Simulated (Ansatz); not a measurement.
# Ga3P2N: the cost of one run

Code: Ansatz 0.2.0. PAW datasets, plane waves, zero pressure. No spin polarisation. The prototype was imposed, so other structures may be more stable.

### Step 1. The structure to begin with

This is the cell as the run starts from it, not yet at rest; its lengths are not the crystal's.

Space group I-4m2 (No. 119), tetragonal; conventional cell a = 3.446 Å, c = 14.621 Å, 14.47 Å³ an atom. Around N lie 4 Ga at 2.11 Å; around Ga lie 2 N at 2.11 Å and 2 P at 2.11 Å; around P lie 4 Ga at 2.11 Å; around Ga lie 4 P at 2.11 Å.

Structure file:

```
N Ga P
1.0
    -1.72305    1.72305    7.31029
     1.72305   -1.72305    7.31029
     1.72305    1.72305   -7.31029
N Ga P
1 3 2
Direct
  0.00000 0.00000 0.00000
  0.58333 0.08333 0.50000
  0.25000 0.75000 0.50000
  0.91667 0.41667 0.50000
  0.66667 0.66667 0.00000
  0.33333 0.33333 0.00000
```

### Step 2. Relaxation with PBE

input.yaml reads:

```yaml
crystal:
  lattice:
    - [-1.7230527347, 1.7230527347, 7.3102936384]
    - [1.7230527347, -1.7230527347, 7.3102936384]
    - [1.7230527347, 1.7230527347, -7.3102936384]
  atoms:
    - { symbol: "N", position: [0.0, 0.0, 0.0] }
    - { symbol: Ga, position: [0.5833333333, 0.0833333333, 0.5] }
    - { symbol: P, position: [0.6666666667, 0.6666666667, 0.0] }
    - { symbol: Ga, position: [0.25, 0.75, 0.5] }
    - { symbol: P, position: [0.3333333333, 0.3333333333, 0.0] }
    - { symbol: Ga, position: [0.9166666667, 0.4166666667, 0.5] }
kpoints:
  mp_grid: { grid: [10, 10, 10] }
hamiltonian:
  xc: pbe
scf:
  occupations: { method: fermi_dirac, width: 0.02 }
relax:
  f_tol: 0.005
  cell: {}
```

Run with:

```bash
> ansatz run input.yaml --threads 4 --pin off --max-ram 6451MiB --backend cpu --events-out ev --progress --plain --runs-dir out
```

**Question.** How long does this run take on 4 threads of Arm Neoverse V2, shared host, and how much memory does it need?

About 52 s, with a peak of 0.59 GiB.
